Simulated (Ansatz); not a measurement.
# CH6GeS: a ladder of functionals and wavefunction methods

The task here is to estimate one member of a computed series from the others.

Computed with Ansatz 0.2.0, Gaussian basis. Level: functionals in def2-TZVPP, the program's frozen cores in correlated methods.

The runs, in order: LDA (SPW92), PBE-D4, revPBE-D4, BLYP-D4, r2SCAN-D4, B97M-V, PBE0-D4, B3LYP-D4, r2SCANh-D4, r2SCAN0-D4, HSE06-D4, BHLYP-D4, CAM-B3LYP-D4, LC-ωPBE, ωB97X-V, ωB97M-V, B2PLYP, PBE-QIDH; CCSD(T)/def2-SVP; CCSD(T)/def2-TZVPP; CCSD(T)/def2-QZVPP; extrapolation to the limit; RPA on PBE.

## The relaxed structure

The geometry comes from an earlier relaxation with PBE0-D4 in a triple-zeta def2 set; it is a stationary point, not always the lowest conformer.

SMILES `[CH3][GeH2][SH]`, 9 atoms, charge 0, spin multiplicity 1.

Atoms are counted from 1 here; the program's logs count them from 0.

Bond lengths: C1–Ge2 1.945 Å, C1–H4 1.091 Å, C1–H5 1.090 Å, C1–H6 1.090 Å, Ge2–S3 2.231 Å, Ge2–H7 1.541 Å, Ge2–H8 1.541 Å, S3–H9 1.343 Å. Angles: Ge2–C1–H4 110.0°, Ge2–C1–H5 110.0°, Ge2–C1–H6 110.0°, H4–C1–H5 108.9°, H4–C1–H6 108.9°, H5–C1–H6 109.0°, C1–Ge2–S3 105.6°, C1–Ge2–H7 111.7°, C1–Ge2–H8 111.7°, S3–Ge2–H7 109.4°, S3–Ge2–H8 109.4°, H7–Ge2–H8 109.0°, Ge2–S3–H9 95.0°.

As a file:

```mol
CH6GeS
  3D, bonds by distance, orders not assigned

  9  8  0  0  0  0  0  0  0  0999 V2000
   -0.7529    0.8312   -0.8161 C   0  0
    0.2742   -0.6034    0.0033 Ge  0  0
    0.9039    0.1745    1.9972 S   0  0
   -1.1003    0.5246   -1.8037 H   0  0
   -0.1326    1.7217   -0.9214 H   0  0
   -1.6177    1.0721   -0.1974 H   0  0
    1.5236   -0.9548   -0.8266 H   0  0
   -0.5755   -1.8741    0.1947 H   0  0
    1.5659   -0.9382    2.3527 H   0  0
  1  2  8  0
  2  3  8  0
  1  4  8  0
  1  5  8  0
  1  6  8  0
  2  7  8  0
  2  8  8  0
  3  9  8  0
M  END
```

The first run:

The input, in.yaml:

```yaml
crystal:
  periodic: [false, false, false]
  atoms:
    - {symbol: C, position_ang: [-0.752858, 0.831245, -0.816063]}
    - {symbol: Ge, position_ang: [0.274177, -0.603371, 0.003307]}
    - {symbol: S, position_ang: [0.903909, 0.174500, 1.997220]}
    - {symbol: H, position_ang: [-1.100255, 0.524606, -1.803680]}
    - {symbol: H, position_ang: [-0.132640, 1.721735, -0.921389]}
    - {symbol: H, position_ang: [-1.617683, 1.072107, -0.197352]}
    - {symbol: H, position_ang: [1.523570, -0.954802, -0.826625]}
    - {symbol: H, position_ang: [-0.575512, -1.874069, 0.194743]}
    - {symbol: H, position_ang: [1.565891, -0.938152, 2.352740]}
basis:
  gaussian: {orbitals: def2-TZVPP}
hamiltonian: {xc: lda}
output: {orbitals: {seedname: orbitals}}
```

On the command line:

```bash
$ ansatz run in.yaml --threads 2 --pin off --events-out ev --progress --plain --max-ram 22528MiB --backend cpu
```

Among the steps run: LDA; PBE-D4 (GGA); revPBE-D4 (GGA); BLYP-D4 (GGA); r2SCAN-D4 (meta-GGA); B97M-V (meta-GGA); PBE0-D4 (hybrid); B3LYP-D4 (hybrid); r2SCANh-D4 (hybrid); r2SCAN0-D4 (hybrid); HSE06-D4 (hybrid); BHLYP-D4 (hybrid); CAM-B3LYP-D4 (range-separated); LC-ωPBE (range-separated); ωB97X-V (range-separated); ωB97M-V (range-separated); B2PLYP (double hybrid); PBE-QIDH (double hybrid).

One table of the session follows, with a row left open; its other results are not shown here.

It belongs to the step «Orbital energies across the functionals». 

```
  functional  HOMO (eV)  gap (eV)
 LDA (SPW92)      -5.99      5.11
      PBE-D4      -5.90      5.24
   revPBE-D4      -5.86      5.29
     BLYP-D4      -5.74      5.15
   r2SCAN-D4          ?         ?
      B97M-V      -6.29      5.86
     PBE0-D4      -7.14      7.38
    B3LYP-D4      -6.89      6.86
  r2SCANh-D4      -6.64      6.61
  r2SCAN0-D4      -7.33      7.75
    HSE06-D4      -6.74      6.61
    BHLYP-D4      -8.24      9.35
CAM-B3LYP-D4      -8.47      9.68
     LC-ωPBE      -9.88     12.31
     ωB97X-V      -9.52     11.81
     ωB97M-V      -9.35     11.39
```

Q: Estimate the row for r2SCAN-D4 from the others.

Worked estimate for «HOMO (eV)». Against the share of exact exchange, r2SCANh-D4 (0.1, -6.64), r2SCAN0-D4 (0.25, -7.33) give a slope of -4.60 per unit share; at 0 the line stands at -6.18.

**Answer.** HOMO (eV): -6.19; gap (eV): 5.83. In «HOMO (eV)» the line misses by +0.01.
